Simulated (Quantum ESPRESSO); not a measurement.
# MnPt2 (P-3m1) in Quantum ESPRESSO: reference runs

How does MnPt2 come out in PBE? The cell is run as given.

Program: Quantum ESPRESSO 7.5. These are calculated values, not measurements. Logs are shortened: lines on timing, memory, paths and dates and some standing lists are left out, and cuts for length are marked.

### Step 1. The crystal as given

The structure is trigonal, space group P-3m1 (No. 164). Conventional cell: a = 2.858 Å, b = 2.858 Å, c = 6.533 Å, α = 90.00°, β = 90.00°, γ = 120.00°. Around Pt (site symmetry 3m) lie 3 Mn at 2.64 Å and 9 Pt at 2.86 to 2.91 Å. Mn (site symmetry -3m) is surrounded by 6 Pt at 2.64 Å and 6 Mn at 2.86 Å.

The cell comes from a database or a generator and needn't be the stable form of this composition.

### Step 2. Single point, PBE, collinear spin, ferromagnetic start

The input, pw.in:

```
&CONTROL
  calculation = 'scf'
  prefix = 'pwscf'
  outdir = './tmp'
  pseudo_dir = './pseudo'
  tprnfor = .true.
  tstress = .true.
  disk_io = 'low'
/
&SYSTEM
  ibrav = 0
  celldm(1) = 8
  nat = 3
  ntyp = 2
  ecutwfc = 65
  ecutrho = 780
  nbnd = 36
  occupations = 'smearing'
  smearing = 'fd'
  degauss = 0.00367493
  nspin = 2
  starting_magnetization(1) = 0
  starting_magnetization(2) = 0.2667
/
&ELECTRONS
  conv_thr = 6d-10
  electron_maxstep = 120
  mixing_beta = 0.3
/
ATOMIC_SPECIES
Pt   195.0840 pt_pbe_v1.4.uspp.F.UPF
Mn    54.9380 mn_pbe_v1.5.uspp.F.UPF
CELL_PARAMETERS alat
  0.6752001959141   0.0000000000000   0.0000000000000
 -0.3376000979571   0.5847405223138   0.0000000000000
  0.0000000000000   0.0000000000000   1.5430804335028
ATOMIC_POSITIONS crystal
Pt     0.6666666667    0.3333333333    0.3162060000
Pt     0.3333333333    0.6666666667    0.6837940000
Mn     0.0000000000    0.0000000000    0.0000000000
K_POINTS automatic
11 11 4 0 0 0
```

The input, pp_density.in:

```
&INPUTPP
  prefix = 'pwscf'
  outdir = './tmp'
  filplot = 'density.dat'
  plot_num = 0
/
&PLOT
  nfile = 1
  filepp(1) = 'density.dat'
  iflag = 3
  output_format = 6
  fileout = 'density.cube'
/
```

The input, pp_potential.in:

```
&INPUTPP
  prefix = 'pwscf'
  outdir = './tmp'
  filplot = 'potential.dat'
  plot_num = 11
/
&PLOT
  nfile = 1
  filepp(1) = 'potential.dat'
  iflag = 3
  output_format = 6
  fileout = 'potential.cube'
/
```

The input, pp_spin.in:

```
&INPUTPP
  prefix = 'pwscf'
  outdir = './tmp'
  filplot = 'spin.dat'
  plot_num = 6
/
&PLOT
  nfile = 1
  filepp(1) = 'spin.dat'
  iflag = 3
  output_format = 6
  fileout = 'spin.cube'
/
```

Potentials or basis: SSSP 1.3 efficiency PBE.

On the command line:

```console
$ OMP_NUM_THREADS=1 mpirun -n 2 pw.x -nk 2 -in pw.in > pw.out
$ OMP_NUM_THREADS=1 mpirun -n 1 pp.x -in pp_density.in > pp_density.out
$ OMP_NUM_THREADS=1 mpirun -n 1 pp.x -in pp_potential.in > pp_potential.out
$ OMP_NUM_THREADS=1 mpirun -n 1 pp.x -in pp_spin.in > pp_spin.out
```

pw.out:

```text
This program is part of the open-source Quantum ESPRESSO suite
     for quantum simulation of materials; please cite
         "P. Giannozzi et al., J. Phys.:Condens. Matter 21 395502 (2009);
         "P. Giannozzi et al., J. Phys.:Condens. Matter 29 465901 (2017);
         "P. Giannozzi et al., J. Chem. Phys. 152 154105 (2020);
     in publications or presentations arising from this work. More details at

     Message from routine setup:
     using ibrav=0 with symmetry is DISCOURAGED, use correct ibrav instead

     K-points division:     npool     =       2
     Subspace diagonalization in iterative solution of the eigenvalue problem:
     a serial algorithm will be used

     G-vector sticks info
     --------------------
     sticks:   dense  smooth     PW     G-vecs:    dense   smooth      PW
     Sum        1561     517    163               114577    21999    3665

     Using Slab Decomposition

     bravais-lattice index     =            0
     lattice parameter (alat)  =       8.0000  a.u.
     unit-cell volume          =     311.9279 (a.u.)^3
     number of atoms/cell      =            3
     number of atomic types    =            2
     number of electrons       =        47.00
     number of Kohn-Sham states=           36
     kinetic-energy cutoff     =      65.0000  Ry
     charge density cutoff     =     780.0000  Ry
     scf convergence threshold =      6.0E-10
     mixing beta               =       0.3000
     number of iterations used =            8  plain     mixing
     Exchange-correlation=  SLA  PW   PBX  PBC
                           (   1   4   3   4   0   0   0)

     celldm(1)=   8.000000  celldm(2)=   0.000000  celldm(3)=   0.000000
     celldm(4)=   0.000000  celldm(5)=   0.000000  celldm(6)=   0.000000

     crystal axes: (cart. coord. in units of alat)
               a(1) = (   0.675200   0.000000   0.000000 )
               a(2) = (  -0.337600   0.584741   0.000000 )
               a(3) = (   0.000000   0.000000   1.543080 )

     reciprocal axes: (cart. coord. in units 2 pi/alat)
               b(1) = (  1.481042  0.855080 -0.000000 )
               b(2) = (  0.000000  1.710160  0.000000 )
               b(3) = (  0.000000 -0.000000  0.648054 )

     PseudoPot. # 1 for Pt read from file:
     pt_pbe_v1.4.uspp.F.UPF
     Pseudo is Ultrasoft + core correction, Zval = 16.0
     Generated by new atomic code, or converted to UPF format
     Using radial grid of  985 points,  6 beta functions with:
                l(1) =   0
                l(2) =   0
                l(3) =   1
                l(4) =   1
                l(5) =   2
                l(6) =   2
     Q(r) pseudized with  8 coefficients,  rinner =    1.300   1.300   1.300
                                                       1.300   1.300

     PseudoPot. # 2 for Mn read from file:
     mn_pbe_v1.5.uspp.F.UPF
     Pseudo is Ultrasoft + core correction, Zval = 15.0
     Generated by new atomic code, or converted to UPF format
     Using radial grid of  859 points,  6 beta functions with:
                l(1) =   0
                l(2) =   0
                l(3) =   1
                l(4) =   1
                l(5) =   2
                l(6) =   2
     Q(r) pseudized with  8 coefficients,  rinner =    0.950   0.950   0.950
                                                       0.950   0.950

     atomic species   valence    mass     pseudopotential
     Pt               16.00   195.08400     Pt( 1.00)
     Mn               15.00    54.93800     Mn( 1.00)

     Starting magnetic structure
     atomic species   magnetization
     Pt              0.000
     Mn              0.267

     12 Sym. Ops., with inversion, found

   Cartesian axes

     site n.     atom                  positions (alat units)
         1        Pt     tau(   1) = (   0.3376001   0.1949135   0.4879313  )
         2        Pt     tau(   2) = (  -0.0000000   0.3898270   1.0551491  )
         3        Mn     tau(   3) = (   0.0000000   0.0000000   0.0000000  )

     number of k points=    58  Fermi-Dirac smearing, width (Ry)=  0.0037
                       cart. coord. in units 2pi/alat
        k(    1) = (   0.0000000   0.0000000   0.0000000), wk =   0.0020661
        k(    2) = (   0.0000000   0.0000000   0.1620136), wk =   0.0041322
        k(    3) = (   0.0000000   0.0000000  -0.3240272), wk =   0.0020661
        k(    4) = (   0.0000000   0.1554691   0.0000000), wk =   0.0123967
        k(    5) = (   0.0000000   0.1554691   0.1620136), wk =   0.0123967
        k(    6) = (   0.0000000   0.1554691  -0.3240272), wk =   0.0123967
[... 50 lines left out ...]
        k(   57) = (  -0.2692804   0.6218765  -0.1620136), wk =   0.0247934
        k(   58) = (  -0.2692804   0.7773456  -0.1620136), wk =   0.0247934

     Dense  grid:   114577 G-vectors     FFT dimensions: (  50,  50, 120)

     Smooth grid:    21999 G-vectors     FFT dimensions: (  27,  27,  64)

     Check: negative core charge=   -0.000006
     Generating pointlists ...
     new r_m :   0.2576 (alat units)  2.0610 (a.u.) for type    1
     new r_m :   0.2576 (alat units)  2.0610 (a.u.) for type    2

     Initial potential from superposition of free atoms

     starting charge      45.4999, renormalised to      47.0000

     negative rho (up, down):  1.900E-01 1.902E-01
     Starting wfcs are   37 randomized atomic wfcs

     Self-consistent Calculation

     iteration #  1     ecut=    65.00 Ry     beta= 0.30
     Davidson diagonalization with overlap
     ethr =  1.00E-02,  avg # of iterations =  5.2

     negative rho (up, down):  1.803E-01 1.802E-01

     total energy              =    -631.39182868 Ry
     estimated scf accuracy    <       5.10765043 Ry

     total magnetization       =     2.59 Bohr mag/cell
     absolute magnetization    =     2.76 Bohr mag/cell

     iteration #  2     ecut=    65.00 Ry     beta= 0.30
     Davidson diagonalization with overlap
     ethr =  1.00E-02,  avg # of iterations =  2.1

     negative rho (up, down):  1.804E-01 1.803E-01

     total energy              =    -631.09313831 Ry
     estimated scf accuracy    <      22.55469307 Ry

     total magnetization       =     0.87 Bohr mag/cell
     absolute magnetization    =     0.96 Bohr mag/cell

     iteration #  3     ecut=    65.00 Ry     beta= 0.30
     Davidson diagonalization with overlap
     ethr =  1.00E-02,  avg # of iterations =  1.7

     negative rho (up, down):  1.779E-01 1.768E-01

     total energy              =    -632.58794809 Ry
     estimated scf accuracy    <       0.45602383 Ry

     total magnetization       =     3.61 Bohr mag/cell
     absolute magnetization    =     3.67 Bohr mag/cell

     iteration #  4     ecut=    65.00 Ry     beta= 0.30
     Davidson diagonalization with overlap
     ethr =  9.70E-04,  avg # of iterations =  1.7

     negative rho (up, down):  1.781E-01 1.762E-01

     total energy              =    -632.63806766 Ry
     estimated scf accuracy    <       0.05950383 Ry

     total magnetization       =     4.11 Bohr mag/cell
     absolute magnetization    =     4.16 Bohr mag/cell

     iteration #  5     ecut=    65.00 Ry     beta= 0.30
     Davidson diagonalization with overlap
     ethr =  1.27E-04,  avg # of iterations =  2.6

     negative rho (up, down):  1.776E-01 1.736E-01

     total energy              =    -632.64551172 Ry
     estimated scf accuracy    <       0.00920933 Ry

     total magnetization       =     4.15 Bohr mag/cell
     absolute magnetization    =     4.21 Bohr mag/cell

     iteration #  6     ecut=    65.00 Ry     beta= 0.30
     Davidson diagonalization with overlap
     ethr =  1.96E-05,  avg # of iterations =  3.9

     negative rho (up, down):  1.778E-01 1.735E-01

     total energy              =    -632.64787980 Ry
     estimated scf accuracy    <       0.00224929 Ry

     total magnetization       =     4.40 Bohr mag/cell
     absolute magnetization    =     4.49 Bohr mag/cell

     iteration #  7     ecut=    65.00 Ry     beta= 0.30
     Davidson diagonalization with overlap
     ethr =  4.79E-06,  avg # of iterations =  2.0

     negative rho (up, down):  1.783E-01 1.728E-01

     total energy              =    -632.64844237 Ry
     estimated scf accuracy    <       0.00073147 Ry

     total magnetization       =     4.43 Bohr mag/cell
     absolute magnetization    =     4.53 Bohr mag/cell

     iteration #  8     ecut=    65.00 Ry     beta= 0.30
     Davidson diagonalization with overlap
     ethr =  1.56E-06,  avg # of iterations =  2.3

     negative rho (up, down):  1.785E-01 1.727E-01

     total energy              =    -632.64881144 Ry
     estimated scf accuracy    <       0.00014875 Ry

     total magnetization       =     4.54 Bohr mag/cell
     absolute magnetization    =     4.65 Bohr mag/cell

     iteration #  9     ecut=    65.00 Ry     beta= 0.30
     Davidson diagonalization with overlap
     ethr =  3.16E-07,  avg # of iterations =  1.7

     negative rho (up, down):  1.788E-01 1.726E-01

     total energy              =    -632.64882818 Ry
     estimated scf accuracy    <       0.00004914 Ry

     total magnetization       =     4.56 Bohr mag/cell
     absolute magnetization    =     4.68 Bohr mag/cell

     iteration # 10     ecut=    65.00 Ry     beta= 0.30
     Davidson diagonalization with overlap
     ethr =  1.05E-07,  avg # of iterations =  2.0

     negative rho (up, down):  1.787E-01 1.726E-01

     total energy              =    -632.64885057 Ry
     estimated scf accuracy    <       0.00002406 Ry

     total magnetization       =     4.59 Bohr mag/cell
     absolute magnetization    =     4.71 Bohr mag/cell

     iteration # 11     ecut=    65.00 Ry     beta= 0.30
     Davidson diagonalization with overlap
     ethr =  5.12E-08,  avg # of iterations =  1.4

     negative rho (up, down):  1.788E-01 1.726E-01

     total energy              =    -632.64885570 Ry
     estimated scf accuracy    <       0.00000112 Ry

     total magnetization       =     4.58 Bohr mag/cell
     absolute magnetization    =     4.70 Bohr mag/cell

     iteration # 12     ecut=    65.00 Ry     beta= 0.30
     Davidson diagonalization with overlap
     ethr =  2.38E-09,  avg # of iterations =  2.1

     negative rho (up, down):  1.788E-01 1.726E-01

     total energy              =    -632.64885655 Ry
     estimated scf accuracy    <       0.00000026 Ry

     total magnetization       =     4.58 Bohr mag/cell
     absolute magnetization    =     4.70 Bohr mag/cell

     iteration # 13     ecut=    65.00 Ry     beta= 0.30
     Davidson diagonalization with overlap
     ethr =  5.61E-10,  avg # of iterations =  1.6

     negative rho (up, down):  1.788E-01 1.726E-01

     total energy              =    -632.64885656 Ry
     estimated scf accuracy    <       0.00000013 Ry

     total magnetization       =     4.58 Bohr mag/cell
     absolute magnetization    =     4.70 Bohr mag/cell

     iteration # 14     ecut=    65.00 Ry     beta= 0.30
     Davidson diagonalization with overlap
     ethr =  2.82E-10,  avg # of iterations =  2.0

     negative rho (up, down):  1.788E-01 1.726E-01

     total energy              =    -632.64885660 Ry
     estimated scf accuracy    <       0.00000005 Ry

     total magnetization       =     4.58 Bohr mag/cell
     absolute magnetization    =     4.70 Bohr mag/cell

     iteration # 15     ecut=    65.00 Ry     beta= 0.30
     Davidson diagonalization with overlap
     ethr =  1.12E-10,  avg # of iterations =  1.7

     negative rho (up, down):  1.788E-01 1.726E-01

     total energy              =    -632.64885661 Ry
     estimated scf accuracy    <          2.3E-09 Ry

     total magnetization       =     4.58 Bohr mag/cell
     absolute magnetization    =     4.70 Bohr mag/cell

     iteration # 16     ecut=    65.00 Ry     beta= 0.30
     Davidson diagonalization with overlap
     ethr =  4.92E-12,  avg # of iterations =  2.5

     negative rho (up, down):  1.788E-01 1.726E-01

     Magnetic moment per site  (integrated on atomic sphere of radius R)
     atom   1 (R=0.258)  charge= 13.6084  magn=  0.3234
     atom   2 (R=0.258)  charge= 13.6084  magn=  0.3234
     atom   3 (R=0.258)  charge= 13.4922  magn=  3.7655

     End of self-consistent calculation

     Number of k-points >= 100: set verbosity='high' to print the bands.

     the Fermi energy is    19.1810 ev

!    total energy              =    -632.64885661 Ry
     estimated scf accuracy    <          2.3E-10 Ry
     smearing contrib. (-TS)   =      -0.00131850 Ry
     internal energy E=F+TS    =    -632.64753812 Ry

     The total energy is F=E-TS. E is the sum of the following terms:
     one-electron contribution =    -151.88883191 Ry
     hartree contribution      =     110.41973401 Ry
     xc contribution           =    -140.50337549 Ry
     ewald contribution        =    -450.67506472 Ry

     total magnetization       =     4.58 Bohr mag/cell
     absolute magnetization    =     4.70 Bohr mag/cell

     convergence has been achieved in  16 iterations

     negative rho (up, down):  1.788E-01 1.726E-01

     Forces acting on atoms (cartesian axes, Ry/au):

     atom    1 type  1   force =    -0.00000000   -0.00000000    0.00148992
     atom    2 type  1   force =    -0.00000000   -0.00000000   -0.00148992
     atom    3 type  2   force =     0.00000000    0.00000000    0.00000000

     Total force =     0.002107     Total SCF correction =     0.000060

     Computing stress (Cartesian axis) and pressure

     negative rho (up, down):  1.788E-01 1.726E-01
          total   stress  (Ry/bohr**3)                   (kbar)     P=       -9.04
  -0.00012286  -0.00000000   0.00000000          -18.07       -0.00        0.00
  -0.00000000  -0.00012286  -0.00000000           -0.00      -18.07       -0.00
   0.00000000  -0.00000000   0.00006130            0.00       -0.00        9.02

=------------------------------------------------------------------------------=
   JOB DONE.
=------------------------------------------------------------------------------=
```

Run time: 3 min. Hardware: 2 MPI ranks of Intel Xeon Platinum 8259CL at 2.50GHz (Skylake/Cascade Lake), shared host; peak memory 0.76 GiB.

Results:

```
Free energy                                           : -8607.6262 eV
Pressure                                              : -0.9 GPa
Largest force                                         : 0.038 eV/Å
Band gap on the k mesh                                : none (metal or under the smearing width)
Net moment                                            : 4.58 μB per cell
Absolute moment                                       : 4.70 μB per cell
Site moments                                          : Pt +0.32; Mn +3.77 μB
Valence electrons inside the program's atomic spheres : Pt 13.61; Mn 13.49
```

Forces in eV/Å, atoms in the order of the input:
```
Pt   0.000  0.000  0.038
Pt   0.000  0.000 -0.038
Mn   0.000  0.000  0.000
```

Stress tensor (GPa, compression positive):
```
-1.81  0.00  0.00
 0.00 -1.81  0.00
 0.00  0.00  0.90
```
